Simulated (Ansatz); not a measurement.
# AlH7O2Si: the cost of one run

Method: RKS PBE0/def2-SVP, in Ansatz 0.2.0.

## (1) The structure to begin with

Bond lengths: Al1–H3 1.560 Å, Al1–O4 1.780 Å, O4–Si5 1.680 Å, Si5–H6 1.460 Å, Si5–H7 1.460 Å, Si5–H8 1.460 Å, Al1–O9 2.080 Å, O9–H10 1.010 Å. Angles: H3–Al1–O4 120.0°, H3–Al1–O9 105.4°, O4–Al1–O9 92.8°, Al1–O4–Si5 125.0°, O4–Si5–H6 109.5°, O4–Si5–H7 109.5°, O4–Si5–H8 109.5°, H6–Si5–H7 109.4°, H6–Si5–H8 109.4°, H7–Si5–H8 109.4°, Al1–O9–H10 109.5°.

Coordinates:

```xyz
11

Al    0.0000    0.0000    0.0000
H     0.0000    0.0000    1.9100
H     1.3510    0.0000   -0.7800
O    -1.5415    0.0000   -0.8900
Si   -2.6907   -1.2238   -0.8267
H    -2.2881   -2.2198    0.1620
H    -3.9833   -0.6595   -0.4496
H    -2.8007   -1.8572   -2.1376
O    -0.2602    1.9567    0.6559
H    -1.1988    2.2620    0.4419
H    -0.1315    0.9887    1.8084
```

## (2) Pulling towards end A

Springs on the bonds that form and break draw the guess towards this end; the thresholds are loose.

Input file input.yaml:

```yaml
crystal:
  periodic: [false, false, false]
  atoms:
    - { symbol: Al, position_ang: [0.0, 0.0, 0.0] }
    - { symbol: H, position_ang: [0.0, 0.0, 1.91] }
    - { symbol: H, position_ang: [1.351, 0.0, -0.78] }
    - { symbol: O, position_ang: [-1.5415, 0.0, -0.89] }
    - { symbol: Si, position_ang: [-2.6907, -1.2238, -0.8267] }
    - { symbol: H, position_ang: [-2.2881, -2.2198, 0.162] }
    - { symbol: H, position_ang: [-3.9833, -0.6595, -0.4496] }
    - { symbol: H, position_ang: [-2.8007, -1.8572, -2.1376] }
    - { symbol: O, position_ang: [-0.2602, 1.9567, 0.6559] }
    - { symbol: H, position_ang: [-1.1988, 2.262, 0.4419] }
    - { symbol: H, position_ang: [-0.1315, 0.9887, 1.8084] }
basis:
  gaussian: { orbitals: def2-SVP }
hamiltonian:
  xc: pbe0
relax:
  f_tol: 0.15
  max_steps: 25
  restrain:
    - { distance: [0, 8], at: 2.98, k: 30.0 }
    - { distance: [10, 1], at: 1.86, k: 30.0 }
    - { distance: [0, 1], at: 1.56, k: 30.0 }
    - { distance: [10, 8], at: 1.01, k: 30.0 }
```

On the command line:

```
> ansatz run input.yaml --threads 2 --pin off --max-ram 3072MiB --backend cpu --events-out ev --progress --plain --runs-dir out
```

Q: Estimate wall time and peak memory on 2 threads of Arm Neoverse V2, shared host.

About 39 s, with a peak of 0.2 GiB.
